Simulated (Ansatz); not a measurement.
**One shape, several levels: CH3BClFO (SMILES OC(F)BCl)**

We compute a comparison of 6 runs (HF/STO-3G, HF/3-21G, PBE/6-31G, B3LYP/6-31G*, SVWN5/aug-cc-pVDZ, CCSD/6-31+G*) of CH3BClFO. 

The results are computed with Ansatz 0.2.0.

3 further runs of the same task are left out: 1 for a known fault of the program, 2 set aside as unsound or not needed.

## 1. Starting point

CH3BClFO: 8 atoms, total charge 0, spin state singlet. SMILES: `OC(F)BCl`. The coordinates come from a PBE0-D4/def2-TZVP relaxation. This is one conformer, not always the lowest.

Bond lengths: O1–C2 1.377 Å, C2–F3 1.399 Å, C2–B4 1.589 Å, B4–Cl5 1.732 Å, O1–H6 0.962 Å, C2–H7 1.097 Å, B4–H8 1.189 Å. Angles: O1–C2–F3 110.4°, O1–C2–B4 107.3°, F3–C2–B4 107.0°, C2–B4–Cl5 119.9°, O1–C2–H7 112.0°, F3–C2–H7 105.2°, B4–C2–H7 114.8°, C2–O1–H6 109.9°, C2–B4–H8 120.8°, Cl5–B4–H8 119.3°.

## 2. Energy and forces at HF/STO-3G (run 1)

Input file molecule.yaml:

```yaml
crystal:
  periodic: [false, false, false]
  atoms:
    - {symbol: O, position_ang: [-0.045500, 0.346900, 1.395700]}
    - {symbol: C, position_ang: [0.458900, 0.058800, 0.147300]}
    - {symbol: F, position_ang: [1.315100, -1.045400, 0.209200]}
    - {symbol: B, position_ang: [-0.767200, -0.356700, -0.774700]}
    - {symbol: Cl, position_ang: [-1.105700, 0.541100, -2.217200]}
    - {symbol: H, position_ang: [0.620500, 0.802400, 1.920200]}
    - {symbol: H, position_ang: [1.073200, 0.877500, -0.246600]}
    - {symbol: H, position_ang: [-1.457200, -1.281600, -0.489900]}
basis:
  gaussian: {orbitals: STO-3G}
accuracy: high
output: {forces: true, orbitals: {seedname: orbitals}}
hamiltonian: {xc: hf}
```

The run is started by

```sh
$ ansatz run molecule.yaml --threads 1 --pin off --max-ram 2610MiB --events-out events.jsonl --progress --plain --runs-dir runs
```

Log:

```text
Warning: RAYON_NUM_THREADS=1 ignored (pool sized by the plan → 1); use --threads N
Functional definition: HF
  name "HF"
  exchange = exact_x
  correlation = 0
645 factors; integrals over basis functions are off by at most 5.0e-8 eV
mean field evaluation 1: about -18771.3930 eV, gradient 3.2e1 eV
mean field evaluation 2: about -18771.6036 eV, gradient 3.2e1 eV
mean field evaluation 4: about -18775.6833 eV, gradient 2.0e0 eV
mean field evaluation 8: about -18775.7039 eV, gradient 6.0e-4 eV
mean field -18775.70385214 eV, -689.9943899369 hartree, gradient 2.8e-8 eV, S^2 0.000000; 0 other end points of the search recorded, 0 dependent functions left out
the calculation of the forces begins
reference -18775.70385214 eV, -689.9943899369 hartree; 24, 24 occupied and 8, 8 virtual orbitals, 645 factors
Total energy: -18775.70385214 eV, -689.9943899369 hartree
Atom 0 at    -0.045500     0.346900     1.395700 Å, force    -2.688757    -0.226314     1.582101 eV/Å
Atom 1 at     0.458900     0.058800     0.147300 Å, force     1.872885    -0.870697    -1.294125 eV/Å
Atom 2 at     1.315100    -1.045400     0.209200 Å, force     0.089700    -0.152955     0.127144 eV/Å
Atom 3 at    -0.767200    -0.356700    -0.774700 Å, force    -0.898831    -1.198025     0.663623 eV/Å
Atom 4 at    -1.105700     0.541100    -2.217200 Å, force    -0.329704     0.578469    -1.094366 eV/Å
Atom 5 at     0.620500     0.802400     1.920200 Å, force     1.461934     0.657174     0.582407 eV/Å
Atom 6 at     1.073200     0.877500    -0.246600 Å, force    -0.064002     0.513328    -0.343836 eV/Å
Atom 7 at    -1.457200    -1.281600    -0.489900 Å, force     0.556775     0.699019    -0.222947 eV/Å
Dipole moment:     0.196256     0.127040     0.210675 e Å
```

It took 1.3 s on 1 thread of Arm Neoverse N1, shared host.

## 3. Energy and gradient at HF/3-21G (run 2)

Input file input.yaml:

```yaml
crystal:
  periodic: [false, false, false]
  atoms:
    - symbol: O
      position_ang: [-0.045500, 0.346900, 1.395700]
    - symbol: C
      position_ang: [0.458900, 0.058800, 0.147300]
    - symbol: F
      position_ang: [1.315100, -1.045400, 0.209200]
    - symbol: B
      position_ang: [-0.767200, -0.356700, -0.774700]
    - symbol: Cl
      position_ang: [-1.105700, 0.541100, -2.217200]
    - symbol: H
      position_ang: [0.620500, 0.802400, 1.920200]
    - symbol: H
      position_ang: [1.073200, 0.877500, -0.246600]
    - symbol: H
      position_ang: [-1.457200, -1.281600, -0.489900]
basis:
  gaussian: {orbitals: 3-21G.json}
hamiltonian: {xc: hf}
accuracy: high
output: {forces: true, orbitals: {seedname: orbitals}}
```

The basis set 3-21G is read from a file made from the Basis Set Exchange's data (not shown).

The run is started by

```sh
$ ansatz run input.yaml --threads 1 --pin off --max-ram 2610MiB --events-out events.jsonl --progress --plain --runs-dir runs
```

Log, shortened:

```text
Warning: RAYON_NUM_THREADS=1 ignored (pool sized by the plan → 1); use --threads N
[... 2 set-up lines as earlier in the session ...]
[...]
1249 factors; integrals over basis functions are off by at most 1.1e-8 eV
[...]
mean field -18900.98235842 eV, -694.5982901261 hartree, gradient 2.7e-8 eV, S^2 0.000000; 0 other end points of the search recorded, 0 dependent functions left out
[...]
reference -18900.98235842 eV, -694.5982901261 hartree; 24, 24 occupied and 31, 31 virtual orbitals, 1249 factors
Total energy: -18900.98235842 eV, -694.5982901261 hartree
Atom 0 at    -0.045500     0.346900     1.395700 Å, force    -0.360436     0.363291     0.509570 eV/Å
Atom 1 at     0.458900     0.058800     0.147300 Å, force     0.396706     0.360398    -1.309786 eV/Å
Atom 2 at     1.315100    -1.045400     0.209200 Å, force     0.177157    -0.530440    -0.062651 eV/Å
Atom 3 at    -0.767200    -0.356700    -0.774700 Å, force     0.227285    -1.015710     1.458842 eV/Å
Atom 4 at    -1.105700     0.541100    -2.217200 Å, force    -0.356232     0.722827    -1.196779 eV/Å
Atom 5 at     0.620500     0.802400     1.920200 Å, force    -0.039386     0.046533     0.550280 eV/Å
Atom 6 at     1.073200     0.877500    -0.246600 Å, force    -0.364816    -0.278618     0.118028 eV/Å
Atom 7 at    -1.457200    -1.281600    -0.489900 Å, force     0.319721     0.331718    -0.067504 eV/Å
Dipole moment:     0.200019     0.326569     0.206305 e Å
```

It took 2.1 s on 1 thread of Arm Neoverse N1, shared host; peak memory 0.12 GiB.

Run 3 isn't shown in full; the table further down has it.

## 4. Energy and gradient at B3LYP/6-31G(d) (spherical functions) (run 4)

Input file run.yaml:

```yaml
crystal:
  periodic: [false, false, false]
  atoms:
    - {symbol: O, position_ang: [-0.045500, 0.346900, 1.395700]}
    - {symbol: C, position_ang: [0.458900, 0.058800, 0.147300]}
    - {symbol: F, position_ang: [1.315100, -1.045400, 0.209200]}
    - {symbol: B, position_ang: [-0.767200, -0.356700, -0.774700]}
    - {symbol: Cl, position_ang: [-1.105700, 0.541100, -2.217200]}
    - {symbol: H, position_ang: [0.620500, 0.802400, 1.920200]}
    - {symbol: H, position_ang: [1.073200, 0.877500, -0.246600]}
    - {symbol: H, position_ang: [-1.457200, -1.281600, -0.489900]}
basis:
  gaussian: {orbitals: 6-31G_st_-spherical.json}
accuracy: high
magnetization: {spin_polarized: false}
hamiltonian: {xc: {name: B3LYP}}
output: {forces: true, orbitals: {seedname: orbitals}}
```

The basis set 6-31G* is read from a file made from the Basis Set Exchange's data (not shown).

The run is started by

```sh
$ ansatz run run.yaml --threads 1 --pin off --max-ram 2610MiB --events-out events.jsonl --progress --plain --runs-dir runs
```

Log, shortened:

```text
Warning: RAYON_NUM_THREADS=1 ignored (pool sized by the plan → 1); use --threads N
Functional definition: B3LYP
  name "B3LYP"
[...]
1833 factors; integrals over basis functions are off by at most 3.5e-9 eV
[...]
mean field -19048.73139605 eV, -700.0279671111 hartree, gradient 4.6e-8 eV, S^2 0.000000; 0 other end points of the search recorded, 0 dependent functions left out
[...]
reference -19048.73143109 eV, -700.0279683988 hartree; 24, 24 occupied and 56, 56 virtual orbitals, 1833 factors
Total energy: -19048.73143109 eV, -700.0279683988 hartree
Atom 0 at    -0.045500     0.346900     1.395700 Å, force    -0.555425    -0.046965     0.139735 eV/Å
Atom 1 at     0.458900     0.058800     0.147300 Å, force     0.080798     0.138572    -0.241489 eV/Å
Atom 2 at     1.315100    -1.045400     0.209200 Å, force     0.169444    -0.330974    -0.058931 eV/Å
Atom 3 at    -0.767200    -0.356700    -0.774700 Å, force     0.067064    -0.276878     0.380281 eV/Å
Atom 4 at    -1.105700     0.541100    -2.217200 Å, force    -0.131454     0.212686    -0.406186 eV/Å
Atom 5 at     0.620500     0.802400     1.920200 Å, force     0.321230     0.180758     0.255956 eV/Å
Atom 6 at     1.073200     0.877500    -0.246600 Å, force     0.031812     0.104108    -0.043497 eV/Å
Atom 7 at    -1.457200    -1.281600    -0.489900 Å, force     0.016532     0.018693    -0.025870 eV/Å
Dipole moment:     0.156118     0.314238     0.133811 e Å
```

It took 17 s on 1 thread of Arm Neoverse N1, shared host; peak memory 0.26 GiB.

Run 5 isn't shown in full; the table further down has it.

## 5. Energy and gradient at CCSD/6-31+G(d) (spherical functions) (run 6)

Input file input.yaml:

```yaml
basis:
  gaussian: {orbitals: 6-31+G_st_-spherical.json}
crystal:
  periodic: [false, false, false]
  atoms:
    - {symbol: O, position_ang: [-0.045500, 0.346900, 1.395700]}
    - {symbol: C, position_ang: [0.458900, 0.058800, 0.147300]}
    - {symbol: F, position_ang: [1.315100, -1.045400, 0.209200]}
    - {symbol: B, position_ang: [-0.767200, -0.356700, -0.774700]}
    - {symbol: Cl, position_ang: [-1.105700, 0.541100, -2.217200]}
    - {symbol: H, position_ang: [0.620500, 0.802400, 1.920200]}
    - {symbol: H, position_ang: [1.073200, 0.877500, -0.246600]}
    - {symbol: H, position_ang: [-1.457200, -1.281600, -0.489900]}
output: {forces: true, orbitals: {seedname: orbitals}}
accuracy: high
scf: {omitted_lower_state_checks: [cluster_reference, increment]}
correlation: {method: ccsd, frozen_orbitals: {B: 1, C: 1, Cl: 5, F: 1, H: 0, O: 1}}
```

The basis set 6-31+G* is read from a file made from the Basis Set Exchange's data (not shown).

The run is started by

```sh
$ ansatz run input.yaml --threads 1 --pin off --max-ram 2610MiB --events-out events.jsonl --progress --plain --runs-dir runs
```

Log:

```text
Warning: RAYON_NUM_THREADS=1 ignored (pool sized by the plan → 1); use --threads N
[... 12 lines left out ...]
9 core orbitals not correlated: weight in the atoms' cores, before any rotation towards them, 1.000 or more for the frozen orbitals, at most 0.000 for the correlated occupied ones
[... 25 lines left out ...]
Total energy: -19016.06758620 eV, -698.8275942392 hartree
[... 8 lines left out ...]
Dipole moment:     0.124953     0.373428     0.068115 e Å
Checks for a lower state left out: cluster_reference, increment
```

Run time: 3.1 min. Hardware: 1 thread of Arm Neoverse N1, shared host; peak memory 1 GiB.

## 6. Overview of the runs

```csv
run,level,frozen core orbitals,energy (Eh),dipole moment (D),HOMO energy (eV),LUMO energy (eV),wall time
1,HF/STO-3G,–,-689.994390,1.51,-10.06,5.30,1.3 s
2,HF/3-21G,–,-694.598290,2.09,-12.20,1.98,2.1 s
3,PBE/6-31G,–,-699.479049,2.08,-6.96,-2.70,9.6 s
4,B3LYP/6-31G* (spherical functions),–,-700.027968,1.80,-8.14,-1.74,17 s
5,SVWN5/aug-cc-pVDZ,–,-696.787738,1.78,-7.30,-3.21,28 s
6,CCSD/6-31+G* (spherical functions),9,-698.827594,1.92,-12.23,1.40,3.1 min
```

## 7. What came out

| quantity | value |
| --- | --- |
| run 6: total energy | -698.82759 Eh |
| run 6: dipole moment (correlated density) | 1.92 D |
| run 6: HOMO energy (Hartree–Fock orbitals) | -12.23 eV |
| run 6: LUMO energy (Hartree–Fock orbitals) | 1.40 eV |
| run 6: HOMO–LUMO gap (Hartree–Fock orbitals) | 13.63 eV |
| run 6: correlation energy (9 core orbitals frozen) | -720.2 mEh |
| run 6: T1 diagnostic | 0.015 |
| run 6: largest force on an atom | 0.724 eV/Å |

What this shows: The dipole moment (its size) runs from 1.51 D (HF/STO-3G) to 2.09 D (HF/3-21G). Over runs 1, 2, 3, 4, 5 the HOMO–LUMO gap runs from 4.09 eV (SVWN5/aug-cc-pVDZ) to 15.36 eV (HF/STO-3G). The two ends differ in method and basis. Totals of different functionals can't be ranked against each other. In run 1 the basis is minimal, so the values are rough. All runs together took 4.1 min, the longest 3.1 min.
